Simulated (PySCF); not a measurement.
**ICl+: bond curves at several levels of theory**

Aim: find the lowest electronic state of ICl+, scan its bond at several levels of theory, and get bond length, wavenumber and dissociation energy from each curve.

The runs use PySCF 2.14.0; I def2-SVP with ECP28, Cl def2-SVP, scalar-relativistic core potentials.

## Step 1: The job

A driver script around PySCF takes these settings:

* atoms: I, Cl
* charge: 1
* basis: I def2-SVP with ECP28, Cl def2-SVP
* Hamiltonian: scalar-relativistic core potentials
* basis functions: 44
* electrons treated: 41
* masses in u: 126.9045, 34.9689
* levels: PBE0, PBE, r²SCAN, MN15, M06-2X, M06, HF, MP2, SCS-MP2, CCSD, CCSD(T)
* grid: 80 radial by 434 angular points
* occupations: held fixed by the projection of orbital angular momentum
* dissociation limit: I+ + Cl, each in its ground configuration
* starting distance in angstrom: 2.380
* values of 2S to try: 1, 3

Further steps of the session: PBE0 along the bond; Higher solutions at PBE0; PBE; r²SCAN (meta-GGA); MN15; M06-2X; M06 (hybrid meta-GGA); UHF; Adding correlation.

Q: Predict the outcome of this session. Wanted: for each run, Re; ωe; De; μ.

The runs gave:

Lowest PBE0 solution found, without spin–orbit coupling: ²Π (doublet), unpaired electrons π ↑. State 2 has its PBE0 minimum 1.39 eV higher. The other levels ran on the lowest alone.

```tsv
level	Re (Å)	ωe (cm⁻¹)	De (eV)	μ (D)
UHF	2.276	423	0.486	-1.27
UHF-CCSD	2.301	408	1.69	n/a
UHF-CCSD(T)	2.308	401	1.85	n/a
PBE	2.305	404	2.98	-0.09
r²SCAN	2.288	419	2.60	-0.31
PBE0	2.272	437	2.50	-0.38
M06	2.280	432	2.68	-0.65
MN15	2.266	435	2.33	-0.69
M06-2X	2.275	432	1.94	-0.87
```

De is counted to I+ + Cl in their ground configurations. A positive dipole points from I to Cl; in an ion it is taken about the centre of mass and does not tell which atom is negative. No constants: UHF-MP2 (the points don't follow one smooth fit); UHF-SCS-MP2 (the points don't follow one smooth fit).

Bond lengths run from 2.266 Å (MN15) to 2.308 Å (UHF-CCSD(T)). Of the levels with a De here, UHF gives the least (0.486 eV) and PBE the most (2.98 eV).

Correlated steps freeze 9 core orbitals. Spin–orbit coupling is left out, which matters for elements this heavy, above all for dissociation energies. T1 is 0.026 near the minimum (highest on the curve 0.050), which may point to more than one leading configuration. At some levels the lowest empty orbital lies below the highest filled one (the two can be of opposite spin). With spin–orbit coupling the term label itself may not hold.
